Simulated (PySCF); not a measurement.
**ZnH: from the state search to spectroscopic constants**

One table from this session's results is given with a row withheld; the runs are named, their logs left out.

Computed with PySCF 2.14.0. Level: Zn x2c-TZVPPall, H x2c-TZVPPall, spin-free X2C with a Gaussian nucleus.

Set-up of the first run:

The job is set up so:

* atoms: Zn, H
* charge: 0
* basis: Zn x2c-TZVPPall, H x2c-TZVPPall
* Hamiltonian: spin-free X2C with a Gaussian nucleus
* basis functions: 78
* electrons treated: 31
* masses in u: 63.9291, 1.0078
* levels: PBE0, PBE, r²SCAN, revPBE, TPSSh, LDA, r²SCAN0, ωB97M-V, HF, MP2, SCS-MP2, CCSD, CCSD(T)
* grid: 80 radial by 434 angular points
* occupations: held fixed by the projection of orbital angular momentum
* dissociation limit: Zn + H, each in its ground configuration
* starting distance in angstrom: 1.510
* values of 2S to try: 1, 3

The run is started by

```console
$ OMP_NUM_THREADS=1 python dia.py task.json out
```

Steps of the session up to this table: The job; PBE0 along the bond; Excited determinants; PBE (GGA); r²SCAN (meta-GGA); revPBE (GGA); TPSSh; LDA (local density); r²SCAN0 (hybrid meta-GGA); ωB97M-V (range-separated hybrid); UHF; MP2 and coupled cluster.

One of the session's tables, all rows but one given; the rest of the session is left out.

It belongs to the step «The curves together». Energy (eV) from each level's lowest point:

| R (Å) | UHF | UHF-MP2 | UHF-SCS-MP2 | UHF-CCSD | UHF-CCSD(T) |
| --- | --- | --- | --- | --- | --- |
| 1.381 | 0.397 | 0.212 | 0.243 | n/a | n/a |
| 1.445 | 0.191 | 0.074 | 0.092 | 0.121 | 0.115 |
| 1.510 | 0.068 | 0.011 | 0.018 | 0.032 | 0.029 |
| 1.558 | 0.019 | 0.000 | 0.000 | 0.003 | 0.002 |
| 1.606 | 0.000 | 0.014 | 0.008 | 0.000 | 0.000 |
| 1.654 | ? | ? | ? | ? | ? |
| 1.718 | 0.038 | 0.115 | 0.097 | 0.063 | 0.064 |
| 1.799 | 0.113 | 0.223 | 0.201 | 0.147 | 0.148 |
| 1.895 | 0.229 | 0.371 | 0.347 | 0.270 | 0.268 |
| 2.024 | 0.392 | 0.564 | 0.545 | n/a | n/a |

**Question.** Estimate the row for R (Å) = 1.654.

Worked estimate for «UHF». A straight line through the neighbours (1.606, 0.000) and (1.718, 0.038) gives 0.000 + (0.038 − 0.000) × (1.654 − 1.606) / (1.718 − 1.606) = 0.016; a parabola fitted to 4 rows on both sides gives 0.006.

As computed: UHF: 0.004; UHF-MP2: 0.048; UHF-SCS-MP2: 0.036; UHF-CCSD: 0.017; UHF-CCSD(T): 0.018. In «UHF» the line misses by +0.012 and the parabola by +0.002.
